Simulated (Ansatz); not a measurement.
Hf2Pd2Se2Br2O3, 11 atoms in the cell. It takes space group Cm (No. 8, monoclinic). Conventional cell: a = 15.354 Å, b = 3.419 Å, c = 13.208 Å, α = 90.00°, β = 107.63°, γ = 90.00°. Hf (site symmetry m) is surrounded by 3 O at 1.97 to 2.13 Å. Hf (site symmetry m) has 3 O at 1.87 to 2.09 Å as nearest neighbours. Pd (site symmetry m) has 2 O at 2.23 Å and 2 Se at 2.41 Å as nearest neighbours. Around Pd (site symmetry m) lie 4 Se at 2.42 to 2.60 Å. Se (site symmetry m) is surrounded by 2 Pd at 2.42 Å and 1 Hf at 2.76 Å. Se (site symmetry m) has 4 Pd at 2.41 to 2.60 Å as nearest neighbours. Br (site symmetry m) has 3 Hf at 2.82 to 3.06 Å and 3 O at 3.21 to 3.22 Å as nearest neighbours. Br (site symmetry m) has 2 Hf at 2.73 Å as nearest neighbours. The cell was built by a generator and needn't be a form met in nature.

```yaml
Program: Ansatz 0.2.0
Task: electric field gradients
Functional: PBE
Potentials_or_basis: Ansatz PAW
Cutoff: "420 eV (not typed: the program's choice for these potentials)"
k_mesh: 8 × 8 × 2
Occupations: fermi-dirac, width 0.05 eV
Spin: no spin polarisation
```

Potentials or basis: Ansatz PAW.

Launch:

```console
$ ansatz run input.yaml --threads 8 --pin off --max-ram 20480MiB --backend cpu --events-out ev --progress --plain --runs-dir out
```

Hardware: 8 threads of Arm Neoverse V2, with other jobs on the host.

**Question.** Estimate the wall time of this run.

**Answer.** Wall time 17 s on 8 threads of Arm Neoverse V2, on a shared host, peak memory 1.8 GiB. Counts: scf iterations 10, plane waves 6459, k points 42, bands 92.
